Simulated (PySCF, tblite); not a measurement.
# C₈H₁₁PS: geometry, infrared bands and NMR shifts

What infrared bands and NMR shifts should C₈H₁₁PS (`C=CC[P@]1(=S)C(C)=C1C=C`) show?

Computed with tblite 0.8.0 and PySCF 2.14.0, with density-fitted response routines of our own, on a single molecule in the gas phase. Atoms count from 0, in the outputs and in this text.

## 1. The molecule as given

21 atoms, charge 0, multiplicity 1; geometry from: force field or distance geometry start.

Bonds of the start (Å): C0–C1 1.33, C1–C2 1.47, C2–P3 1.80, P3–S4 1.70, P3–C5 1.80, C5–C6 1.51, C5–C7 1.32, C7–C8 1.48, C8–C9 1.33, C7–P3 1.79, C0–H10 1.08, C0–H11 1.08, C1–H12 1.10, C2–H13 1.12, C2–H14 1.10, C6–H15 1.11, C6–H16 1.12, C6–H17 1.10, C8–H18 1.09, C9–H19 1.10, C9–H20 1.08.

## 2. Geometry optimisation with GFN2-xTB

Job settings and geometry (Å):

```
{"job": {"kind": "relax", "xc": "GFN2-xTB", "basis": "xTB"}, "charge": 0, "multiplicity": 1}
C      2.911400    -0.625900    -0.820400
C      1.614600    -0.869300    -0.635100
C      0.677300    -0.405700    -1.663900
P     -0.495700     0.749400    -0.931800
S     -1.485800     1.737600    -1.906300
C     -0.328800     1.166200     0.809600
C      0.397800     2.105000     1.742800
C     -1.183800     0.172300     0.620200
C     -2.100200    -0.771700     1.302000
C     -2.824600    -1.662600     0.637700
H      3.304500    -0.105500    -1.676300
H      3.621100    -0.959600    -0.071400
H      1.231200    -1.396300     0.252300
H      0.113000    -1.311200    -2.001200
H      1.248700     0.071700    -2.475500
H     -0.231400     2.265500     2.649200
H      1.351200     1.609200     2.062900
H      0.601100     3.034200     1.198400
H     -2.229600    -0.760200     2.382100
H     -2.700800    -1.678100    -0.455600
H     -3.500100    -2.348000     1.134500
```

Command:

```bash
OMP_NUM_THREADS=1 python probes_run.py task.json out
```

One launch serves the whole session: the jobs run in the order shown.

**Question.** This job is followed by: GFN2-xTB harmonic vibrations, gas phase; GIAO PBE0/pcSseg-1 NMR shielding, non-relativistic, gas phase. Predict these results of the whole session: strongest single infrared mode (GFN2-xTB); zero-point energy (GFN2-xTB); 13C shifts against TMS (PBE0/pcSseg-1); 1H shifts against TMS (PBE0/pcSseg-1, means over atoms taken as alike); 31P shifts against H3PO4 (PBE0/pcSseg-1); 33S shifts against CS2 (PBE0/pcSseg-1).

As calculated:

| quantity | value |
| --- | --- |
| strongest single infrared mode (GFN2-xTB) | 775 cm⁻¹, 106 km/mol |
| zero-point energy (GFN2-xTB) | 100.7 kcal/mol |
| 13C shifts against TMS (PBE0/pcSseg-1) | 167.5, 155.0, 140.0, 135.6, 128.6, 125.6, 48.2, 14.9 ppm |
| 1H shifts against TMS (PBE0/pcSseg-1, means over atoms taken as alike) | 6.93, 6.16, 6.08, 5.44, 5.23, 5.23, 3.42, 3.19, 2.42 ppm |
| 31P shifts against H3PO4 (PBE0/pcSseg-1) | -89.1 ppm |
| 33S shifts against CS2 (PBE0/pcSseg-1) | -232 ppm |

**Reading.** The optimisation took 123 steps and gained 2.027 eV; among the close pairs (by a distance rule), P3–S4 changed most, from 1.705 to 1.942 Å. All 57 modes are real, so the xTB geometry is a minimum. The strongest single mode, at 775 cm⁻¹, is spread over many atoms; the largest shares are those of P3, S4. GFN2-xTB is a fitted tight-binding method: band positions and strengths are rough. Its intensities can rank the bands wrongly. At PBE0/pcSseg-1: The widest tensor belongs to P3: span 574 ppm, with a paramagnetic part of -557 ppm.
